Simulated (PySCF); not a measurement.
# AuHS (Au ... HS): the cost of one run

Programs: PySCF 2.14.0, with routines of our own; each step states its level. All values are computed. Atoms count from 0.

## 1. The system as given

3 atoms, charge 0, high-spin multiplicity 3; geometry from: GFN2-xTB fragments, placed rigidly.

The system (radical pair): Au···HS. The radical centres are 4.63 Å apart; the spin sites are atom 0 (1 unpaired) and atoms 1, 2 (1 unpaired).

## 2. Magnetic exchange: CASSCF and SC-NEVPT2/def2-TZVP (2,2)

The job: settings as JSON, then the geometry in Å.

```
{"job": {"kind": "cas", "basis": "def2-TZVP", "active": "magnetic", "zfs": true}, "charge": 0, "high_spin_multiplicity": 3, "spin_sites": [[[0], 1], [[1, 2], 1]]}
Au    -0.466700     0.000000    -3.496200
S      0.233300     0.000000     1.082800
H      0.233300    -0.000000     2.413400
```

Level: CASSCF and SC-NEVPT2/def2-TZVP spin states, gas phase.

On the command line:

```console
$ OMP_NUM_THREADS=1 python exch_run.py task.json out
```

The driver reads the jobs from task.json and runs them one after another.

**Question.** How long does this run take on 1 thread of Arm Neoverse N1, shared host?

About 2.8 s.
